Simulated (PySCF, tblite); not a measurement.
# Cl₄F₂H₆N₂Si₂Ti, an adsorbate on a surface model (Si site with back bonds N[SiH3], F, F): infrared bands, NMR shifts and interaction energy, part 2 of 3

tblite 0.8.0 and PySCF 2.14.0. Atoms count from 0, parts from 1.

## 5. Interaction energy: PBE0-D3(BJ)/def2-SVPD

Job settings and geometry (Å):

```
{"job": {"kind": "inter", "xc": "PBE0", "basis": "def2-SVPD", "disp": "d3bj", "pairs": false}, "charge": 0, "multiplicity": 1, "parts": [{"atoms": "0-11", "charge": 0, "multiplicity": 1}, {"atoms": "12-16", "charge": 0, "multiplicity": 1}]}
Si     0.354529    -0.610394    -1.353967
N     -0.811717     0.415072    -0.588546
Si    -0.550604     1.170980     1.021345
F     -0.221379    -2.059024    -1.696994
F      1.600179    -0.937952    -0.411632
N      0.903324     0.235496    -2.772243
H     -1.765631     0.063292    -0.669743
H      0.866588     1.117094     1.349428
H     -1.187845     2.485961     0.996344
H     -1.286948     0.266613     1.920819
H      0.677697    -0.181273    -3.674090
H      1.868683     0.561432    -2.774792
Cl    -2.027249     0.497660    -3.313997
Ti    -0.680990     1.970874    -2.334909
Cl    -0.088195     2.991959    -4.134557
Cl     0.992768     2.732371    -1.094088
Cl    -2.210916     3.303260    -1.642336
```

Method: PBE0-D3(BJ)/def2-SVPD interaction energy, counterpoise and uncorrected, gas phase.

The program printed:

```text
part 1, own basis, geometry of the cluster
coarse grid: 11264 points
cycle   1  E = -890.8111265202  dE =  3.851e-01  |g| = 7.862e-01  |ddm| = 4.256e+00
cycle   2  E = -890.7218527090  dE =  8.927e-02  |g| = 1.066e+00  |ddm| = 2.237e+00
cycle   3  E = -890.9261655936  dE = -2.043e-01  |g| = 4.157e-02  |ddm| = 1.214e+00
cycle   4  E = -890.9263845860  dE = -2.190e-04  |g| = 2.423e-02  |ddm| = 9.076e-02
cycle   5  E = -890.9265059951  dE = -1.214e-04  |g| = 5.445e-03  |ddm| = 4.315e-02
cycle   6  E = -890.9265123358  dE = -6.341e-06  |g| = 5.138e-04  |ddm| = 7.945e-03
final grid: 101280 points
cycle   7  E = -891.0261295303  dE = -1.444e-05  |g| = 6.598e-03  |ddm| = 4.307e-02
cycle   8  E = -891.0261182076  dE =  1.132e-05  |g| = 9.828e-03  |ddm| = 2.254e-02
cycle   9  E = -891.0261390920  dE = -2.088e-05  |g| = 5.634e-04  |ddm| = 1.282e-02
cycle  10  E = -891.0261391451  dE = -5.310e-08  |g| = 1.569e-04  |ddm| = 6.573e-04
cycle  11  E = -891.0261391495  dE = -4.386e-09  |g| = 3.470e-05  |ddm| = 3.053e-04
cycle  12  E = -891.0261391498  dE = -2.588e-10  |g| = 1.336e-05  |ddm| = 6.352e-05
converged SCF energy = -891.0261391498

part 2, own basis, geometry of the cluster
coarse grid: 32720 points
cycle   1  E = -2688.8124500769  dE =  4.125e-01  |g| = 7.971e-01  |ddm| = 2.823e+00
cycle   2  E = -2673.5910844672  dE =  1.522e+01  |g| = 7.687e+00  |ddm| = 5.248e+00
cycle   3  E = -2688.2908163203  dE = -1.470e+01  |g| = 1.941e+00  |ddm| = 4.412e+00
cycle   4  E = -2688.9318180161  dE = -6.410e-01  |g| = 6.739e-01  |ddm| = 7.650e-01
cycle   5  E = -2689.0163856269  dE = -8.457e-02  |g| = 2.818e-01  |ddm| = 4.096e-01
cycle   6  E = -2689.0375957465  dE = -2.121e-02  |g| = 2.752e-02  |ddm| = 2.538e-01
cycle   7  E = -2689.0377760509  dE = -1.803e-04  |g| = 1.001e-02  |ddm| = 3.434e-02
cycle   8  E = -2689.0378077930  dE = -3.174e-05  |g| = 1.923e-03  |ddm| = 1.399e-02
cycle   9  E = -2689.0378088866  dE = -1.094e-06  |g| = 7.831e-04  |ddm| = 2.140e-03
final grid: 60240 points
cycle  10  E = -2689.0378574863  dE =  1.941e-06  |g| = 2.834e-03  |ddm| = 2.973e-03
cycle  11  E = -2689.0378247574  dE =  3.273e-05  |g| = 1.139e-02  |ddm| = 1.113e-02
cycle  12  E = -2689.0378596390  dE = -3.488e-05  |g| = 1.409e-04  |ddm| = 8.938e-03
cycle  13  E = -2689.0378596450  dE = -5.929e-09  |g| = 2.984e-05  |ddm| = 1.827e-04
cycle  14  E = -2689.0378596453  dE = -3.079e-10  |g| = 9.721e-06  |ddm| = 4.833e-05
converged SCF energy = -2689.0378596453

part 1, own basis, relaxed alone
coarse grid: 11264 points
cycle   1  E = -890.8299550370  dE =  4.717e-01  |g| = 7.839e-01  |ddm| = 4.457e+00
cycle   2  E = -890.7477877927  dE =  8.217e-02  |g| = 1.054e+00  |ddm| = 1.959e+00
cycle   3  E = -890.9428074610  dE = -1.950e-01  |g| = 4.748e-02  |ddm| = 9.825e-01
cycle   4  E = -890.9430521369  dE = -2.447e-04  |g| = 2.817e-02  |ddm| = 8.428e-02
cycle   5  E = -890.9432116195  dE = -1.595e-04  |g| = 4.668e-03  |ddm| = 4.277e-02
cycle   6  E = -890.9432163206  dE = -4.701e-06  |g| = 6.498e-04  |ddm| = 6.746e-03
final grid: 101280 points
cycle   7  E = -891.0433164165  dE = -1.239e-05  |g| = 7.235e-03  |ddm| = 6.236e-02
cycle   8  E = -891.0433036295  dE =  1.279e-05  |g| = 1.063e-02  |ddm| = 1.846e-02
cycle   9  E = -891.0433277723  dE = -2.414e-05  |g| = 5.611e-04  |ddm| = 1.166e-02
cycle  10  E = -891.0433278246  dE = -5.223e-08  |g| = 1.208e-04  |ddm| = 5.364e-04
cycle  11  E = -891.0433278273  dE = -2.699e-09  |g| = 2.521e-05  |ddm| = 2.094e-04
cycle  12  E = -891.0433278274  dE = -1.387e-10  |g| = 1.003e-05  |ddm| = 6.117e-05
converged SCF energy = -891.0433278274

part 2, own basis, relaxed alone
coarse grid: 32720 points
cycle   1  E = -2688.9400533787  dE =  4.604e-01  |g| = 6.388e-01  |ddm| = 2.881e+00
cycle   2  E = -2684.2437159694  dE =  4.696e+00  |g| = 5.315e+00  |ddm| = 3.091e+00
cycle   3  E = -2688.9691375064  dE = -4.725e+00  |g| = 6.573e-01  |ddm| = 2.112e+00
cycle   4  E = -2689.0663412981  dE = -9.720e-02  |g| = 6.806e-02  |ddm| = 4.324e-01
cycle   5  E = -2689.0675065886  dE = -1.165e-03  |g| = 1.405e-02  |ddm| = 6.671e-02
cycle   6  E = -2689.0675499534  dE = -4.336e-05  |g| = 5.798e-03  |ddm| = 1.539e-02
cycle   7  E = -2689.0675587997  dE = -8.846e-06  |g| = 7.759e-04  |ddm| = 3.834e-03
final grid: 60240 points
cycle   8  E = -2689.0675463982  dE =  1.455e-06  |g| = 2.530e-03  |ddm| = 2.653e-03
cycle   9  E = -2689.0675261909  dE =  2.021e-05  |g| = 9.135e-03  |ddm| = 9.004e-03
cycle  10  E = -2689.0675480693  dE = -2.188e-05  |g| = 9.585e-05  |ddm| = 7.031e-03
cycle  11  E = -2689.0675480719  dE = -2.667e-09  |g| = 2.440e-05  |ddm| = 1.367e-04
cycle  12  E = -2689.0675480721  dE = -2.124e-10  |g| = 8.827e-06  |ddm| = 4.121e-05
converged SCF energy = -2689.0675480721

cluster
final grid: 161520 points
cycle   1  E = -3580.1211670170  dE = -8.792e-02  |g| = 1.677e-01  |ddm| = 8.419e+00
cycle   2  E = -3580.1097076198  dE =  1.146e-02  |g| = 2.802e-01  |ddm| = 1.006e+00
cycle   3  E = -3580.1222120310  dE = -1.250e-02  |g| = 1.712e-01  |ddm| = 9.881e-01
cycle   4  E = -3580.1293492241  dE = -7.137e-03  |g| = 2.066e-02  |ddm| = 5.097e-01
cycle   5  E = -3580.1294345868  dE = -8.536e-05  |g| = 9.436e-03  |ddm| = 6.078e-02
cycle   6  E = -3580.1294553670  dE = -2.078e-05  |g| = 2.596e-03  |ddm| = 2.301e-02
cycle   7  E = -3580.1294571023  dE = -1.735e-06  |g| = 7.310e-04  |ddm| = 6.205e-03
cycle   8  E = -3580.1294572179  dE = -1.156e-07  |g| = 1.886e-04  |ddm| = 1.170e-03
cycle   9  E = -3580.1294572277  dE = -9.844e-09  |g| = 4.973e-05  |ddm| = 5.831e-04
cycle  10  E = -3580.1294572285  dE = -8.104e-10  |g| = 1.288e-05  |ddm| = 1.743e-04
converged SCF energy = -3580.1294572285

part 1 in the basis of the cluster
final grid: 161520 points
cycle   1  E = -891.0294687350  dE = -3.343e-03  |g| = 3.922e-03  |ddm| = 3.991e+00
cycle   2  E = -891.0294749945  dE = -6.260e-06  |g| = 1.358e-03  |ddm| = 1.999e-01
cycle   3  E = -891.0294751448  dE = -1.502e-07  |g| = 1.160e-03  |ddm| = 9.869e-03
cycle   4  E = -891.0294754217  dE = -2.769e-07  |g| = 2.107e-04  |ddm| = 2.604e-03
cycle   5  E = -891.0294754315  dE = -9.835e-09  |g| = 4.414e-05  |ddm| = 4.108e-04
cycle   6  E = -891.0294754319  dE = -3.743e-10  |g| = 1.765e-05  |ddm| = 1.082e-04
converged SCF energy = -891.0294754319

part 2 in the basis of the cluster
final grid: 161520 points
cycle   1  E = -2689.0462136331  dE = -8.354e-03  |g| = 1.954e-02  |ddm| = 6.728e+00
cycle   2  E = -2689.0449686498  dE =  1.245e-03  |g| = 7.251e-02  |ddm| = 2.741e-01
cycle   3  E = -2689.0463260776  dE = -1.357e-03  |g| = 2.642e-03  |ddm| = 1.837e-01
cycle   4  E = -2689.0463274138  dE = -1.336e-06  |g| = 1.363e-03  |ddm| = 3.678e-02
cycle   5  E = -2689.0463278238  dE = -4.101e-07  |g| = 5.631e-04  |ddm| = 5.274e-03
cycle   6  E = -2689.0463279121  dE = -8.827e-08  |g| = 1.063e-04  |ddm| = 1.283e-03
cycle   7  E = -2689.0463279152  dE = -3.047e-09  |g| = 3.491e-05  |ddm| = 3.050e-04
cycle   8  E = -2689.0463279155  dE = -3.474e-10  |g| = 5.929e-06  |ddm| = 1.163e-04
converged SCF energy = -2689.0463279155

Interaction energy (kcal/mol)
  counterpoise      -42.758
  uncorrected       -50.174
  dispersion part    -9.090
  deformation        29.463
  binding           -13.295

Decomposition of the uncorrected value (kcal/mol)
  electrostatic     -92.834
  Pauli             112.122
  orbital           -60.372
  dispersion         -9.090

Charge of each part in the cluster: 0.199 -0.199
```

Run time: 7 min. Hardware: 1 thread of Intel Xeon at 2.50GHz, shared host; peak memory 0.92 GiB.

Contacts at this geometry (a selection, picked against the atoms' radii; other short pairs can be missing):

```tsv
atoms	distance (Å)	kind (by distance and angle)	angle (°)
N1···Ti13	2.34	bonding distance	–
N5···Ti13	2.39	bonding distance	–
Si2···Cl15	3.05	tetrel bond	172
```

The decomposition goes in steps from the parts' own densities: electrostatics between them unchanged, then the rise on making their orbitals orthogonal (called Pauli here; it holds the exchange-correlation between the parts too, so it can be small or negative at long range), then orbital relaxation, then the dispersion term. Charges of the parts share the cluster's density out in proportion to the parts' own densities.

The SCF energies in the log hold no dispersion term; the tabulated energies do.

The parts:

```tsv
part	SMILES	deformation (kcal/mol)	HOMO alone (eV)	charge in the cluster (e)
1	N[Si](F)(F)N[SiH3]	10.79	-8.07	0.199
2	[Cl][Ti]([Cl])([Cl])[Cl]	18.67	-9.73	-0.199
```

0.61 electrons are displaced on forming the cluster; the change lies nearest to Ti13 13 %; N1 12 %; N5 9 %; Cl12, Cl15 about 9 % each.

The parts are deformed by 29.46 kcal/mol, far from their own shapes, so the interaction energy overstates the binding by that much, and the relaxed parts may be other isomers.

## 6. Counterpoise and decomposition: HF/6-31G*

The job, as its differences from that of step 5:

```diff
@@ -1,2 +1,2 @@
-{"job": {"kind": "inter", "xc": "PBE0", "basis": "def2-SVPD", "disp": "d3bj", "pairs": false}, "charge": 0, "multiplicity": 1, "parts": [{"atoms": "0-11", "charge": 0, "multiplicity": 1}, {"atoms": "12-16", "charge": 0, "multiplicity": 1}]}
+{"job": {"kind": "inter", "xc": "HF", "basis": "6-31G*", "grid": 3}, "charge": 0, "multiplicity": 1, "parts": [{"atoms": "0-11", "charge": 0, "multiplicity": 1}, {"atoms": "12-16", "charge": 0, "multiplicity": 1}]}
 Si     0.354529    -0.610394    -1.353967
```

With the program's defaults for keys left out, this is: HF/6-31G* interaction energy, counterpoise and uncorrected, gas phase.

The program printed:

```text
part 1, own basis, geometry of the cluster
final grid: 153536 points
cycle   1  E = -889.1953550110  dE =  3.364e-01  |g| = 6.899e-01  |ddm| = 2.984e+00
cycle   2  E = -889.2824010182  dE = -8.705e-02  |g| = 3.481e-01  |ddm| = 7.162e-01
cycle   3  E = -889.3023240536  dE = -1.992e-02  |g| = 5.650e-02  |ddm| = 2.244e-01
cycle   4  E = -889.3033629497  dE = -1.039e-03  |g| = 1.059e-02  |ddm| = 7.939e-02
cycle   5  E = -889.3034086238  dE = -4.567e-05  |g| = 3.657e-03  |ddm| = 1.948e-02
cycle   6  E = -889.3034132675  dE = -4.644e-06  |g| = 1.051e-03  |ddm| = 4.961e-03
cycle   7  E = -889.3034139831  dE = -7.157e-07  |g| = 2.439e-04  |ddm| = 2.637e-03
cycle   8  E = -889.3034140305  dE = -4.737e-08  |g| = 8.934e-05  |ddm| = 7.229e-04
cycle   9  E = -889.3034140347  dE = -4.187e-09  |g| = 2.823e-05  |ddm| = 1.963e-04
cycle  10  E = -889.3034140351  dE = -4.341e-10  |g| = 6.337e-06  |ddm| = 6.848e-05
converged SCF energy = -889.3034140351

part 2, own basis, geometry of the cluster
final grid: 96424 points
cycle   1  E = -2686.0819831901  dE =  4.709e-01  |g| = 9.196e-01  |ddm| = 2.334e+00
cycle   2  E = -2684.0052053454  dE =  2.077e+00  |g| = 3.621e+00  |ddm| = 3.571e+00
cycle   3  E = -2686.4053687510  dE = -2.400e+00  |g| = 3.594e-01  |ddm| = 1.918e+00
cycle   4  E = -2686.4434169353  dE = -3.805e-02  |g| = 3.444e-02  |ddm| = 4.251e-01
cycle   5  E = -2686.4443104219  dE = -8.935e-04  |g| = 1.536e-02  |ddm| = 6.446e-02
cycle   6  E = -2686.4446125174  dE = -3.021e-04  |g| = 7.220e-03  |ddm| = 3.966e-02
cycle   7  E = -2686.4446946201  dE = -8.210e-05  |g| = 2.612e-03  |ddm| = 2.564e-02
cycle   8  E = -2686.4447059287  dE = -1.131e-05  |g| = 7.306e-04  |ddm| = 1.093e-02
cycle   9  E = -2686.4447067438  dE = -8.151e-07  |g| = 2.946e-04  |ddm| = 2.676e-03
cycle  10  E = -2686.4447068677  dE = -1.239e-07  |g| = 1.214e-04  |ddm| = 9.351e-04
cycle  11  E = -2686.4447068947  dE = -2.699e-08  |g| = 3.986e-05  |ddm| = 5.189e-04
cycle  12  E = -2686.4447068973  dE = -2.552e-09  |g| = 1.423e-05  |ddm| = 1.663e-04
cycle  13  E = -2686.4447068975  dE = -2.101e-10  |g| = 4.732e-06  |ddm| = 4.027e-05
converged SCF energy = -2686.4447068975

part 1, own basis, relaxed alone
final grid: 153536 points
cycle   1  E = -889.2171506976  dE =  4.732e-01  |g| = 6.857e-01  |ddm| = 2.988e+00
cycle   2  E = -889.3028481400  dE = -8.570e-02  |g| = 3.503e-01  |ddm| = 7.148e-01
cycle   3  E = -889.3227296935  dE = -1.988e-02  |g| = 5.594e-02  |ddm| = 2.246e-01
cycle   4  E = -889.3237368904  dE = -1.007e-03  |g| = 9.844e-03  |ddm| = 7.780e-02
cycle   5  E = -889.3237734949  dE = -3.660e-05  |g| = 3.532e-03  |ddm| = 1.722e-02
cycle   6  E = -889.3237773508  dE = -3.856e-06  |g| = 8.538e-04  |ddm| = 4.346e-03
cycle   7  E = -889.3237778204  dE = -4.696e-07  |g| = 2.089e-04  |ddm| = 2.128e-03
cycle   8  E = -889.3237778494  dE = -2.899e-08  |g| = 7.555e-05  |ddm| = 5.268e-04
cycle   9  E = -889.3237778521  dE = -2.745e-09  |g| = 2.215e-05  |ddm| = 1.505e-04
cycle  10  E = -889.3237778524  dE = -2.469e-10  |g| = 4.624e-06  |ddm| = 4.722e-05
converged SCF energy = -889.3237778524

part 2, own basis, relaxed alone
final grid: 96424 points
cycle   1  E = -2686.1865268141  dE =  6.006e-01  |g| = 8.543e-01  |ddm| = 2.342e+00
cycle   2  E = -2685.3821304244  dE =  8.044e-01  |g| = 2.288e+00  |ddm| = 2.731e+00
cycle   3  E = -2686.4699603430  dE = -1.088e+00  |g| = 1.699e-01  |ddm| = 1.458e+00
cycle   4  E = -2686.4790309717  dE = -9.071e-03  |g| = 2.311e-02  |ddm| = 2.298e-01
cycle   5  E = -2686.4794210006  dE = -3.900e-04  |g| = 9.825e-03  |ddm| = 4.362e-02
cycle   6  E = -2686.4795412914  dE = -1.203e-04  |g| = 2.965e-03  |ddm| = 2.892e-02
cycle   7  E = -2686.4795549321  dE = -1.364e-05  |g| = 7.822e-04  |ddm| = 1.190e-02
cycle   8  E = -2686.4795556610  dE = -7.290e-07  |g| = 1.795e-04  |ddm| = 2.703e-03
cycle   9  E = -2686.4795556860  dE = -2.493e-08  |g| = 3.678e-05  |ddm| = 4.917e-04
cycle  10  E = -2686.4795556867  dE = -6.780e-10  |g| = 6.647e-06  |ddm| = 5.769e-05
converged SCF energy = -2686.4795556867

cluster
final grid: 20184 points
cycle   1  E = -3575.8020044090  dE = -7.395e-02  |g| = 1.126e-01  |ddm| = 1.021e+00
cycle   2  E = -3575.8106427374  dE = -8.638e-03  |g| = 5.959e-02  |ddm| = 2.545e-01
cycle   3  E = -3575.8122419441  dE = -1.599e-03  |g| = 3.739e-02  |ddm| = 1.394e-01
cycle   4  E = -3575.8129961690  dE = -7.542e-04  |g| = 1.274e-02  |ddm| = 8.405e-02
cycle   5  E = -3575.8130847873  dE = -8.862e-05  |g| = 4.113e-03  |ddm| = 3.172e-02
cycle   6  E = -3575.8130932575  dE = -8.470e-06  |g| = 1.231e-03  |ddm| = 8.650e-03
cycle   7  E = -3575.8130944352  dE = -1.178e-06  |g| = 4.337e-04  |ddm| = 3.000e-03
cycle   8  E = -3575.8130946824  dE = -2.471e-07  |g| = 1.612e-04  |ddm| = 1.473e-03
cycle   9  E = -3575.8130947191  dE = -3.677e-08  |g| = 5.152e-05  |ddm| = 6.176e-04
cycle  10  E = -3575.8130947223  dE = -3.188e-09  |g| = 1.772e-05  |ddm| = 1.653e-04
cycle  11  E = -3575.8130947227  dE = -3.374e-10  |g| = 6.543e-06  |ddm| = 5.084e-05
converged SCF energy = -3575.8130947227

part 1 in the basis of the cluster
final grid: 20184 points
cycle   1  E = -889.3109281031  dE = -7.497e-03  |g| = 2.164e-02  |ddm| = 4.521e-01
cycle   2  E = -889.3111740945  dE = -2.460e-04  |g| = 4.938e-03  |ddm| = 6.550e-02
cycle   3  E = -889.3111926166  dE = -1.852e-05  |g| = 1.979e-03  |ddm| = 1.533e-02
cycle   4  E = -889.3111940127  dE = -1.396e-06  |g| = 5.536e-04  |ddm| = 2.351e-03
cycle   5  E = -889.3111942814  dE = -2.687e-07  |g| = 1.077e-04  |ddm| = 1.605e-03
cycle   6  E = -889.3111942902  dE = -8.785e-09  |g| = 3.272e-05  |ddm| = 3.003e-04
cycle   7  E = -889.3111942907  dE = -5.564e-10  |g| = 1.155e-05  |ddm| = 6.968e-05
converged SCF energy = -889.3111942907

part 2 in the basis of the cluster
final grid: 20184 points
cycle   1  E = -2686.4553005984  dE = -1.057e-02  |g| = 2.995e-02  |ddm| = 6.448e-01
cycle   2  E = -2686.4555311512  dE = -2.306e-04  |g| = 2.668e-02  |ddm| = 8.605e-02
cycle   3  E = -2686.4557168327  dE = -1.857e-04  |g| = 5.694e-03  |ddm| = 5.466e-02
cycle   4  E = -2686.4557307848  dE = -1.395e-05  |g| = 6.957e-04  |ddm| = 1.392e-02
cycle   5  E = -2686.4557311145  dE = -3.298e-07  |g| = 2.585e-04  |ddm| = 2.148e-03
cycle   6  E = -2686.4557311965  dE = -8.197e-08  |g| = 1.179e-04  |ddm| = 8.741e-04
cycle   7  E = -2686.4557312198  dE = -2.326e-08  |g| = 4.803e-05  |ddm| = 4.256e-04
cycle   8  E = -2686.4557312240  dE = -4.207e-09  |g| = 1.423e-05  |ddm| = 2.252e-04
cycle   9  E = -2686.4557312243  dE = -3.242e-10  |g| = 4.938e-06  |ddm| = 6.092e-05
converged SCF energy = -2686.4557312243

Interaction energy (kcal/mol)
  counterpoise      -28.972
  uncorrected       -40.747
  dispersion part     0.000
  deformation        34.646
  binding             5.675

Decomposition of the uncorrected value (kcal/mol)
  electrostatic    -109.267
  Pauli             121.881
  orbital           -53.361
  dispersion          0.000

Charge of each part in the cluster: 0.205 -0.205
```

Wall time 60 s (1 thread of Intel Xeon at 2.50GHz, shared host); peak memory 0.8 GiB.

In short: -28.97 kcal/mol with counterpoise, basis-set superposition error 11.78.

The parts are deformed by 34.65 kcal/mol, far from their own shapes, so the interaction energy overstates the binding by that much, and the relaxed parts may be other isomers.

(Continued in part 3 of 3.)
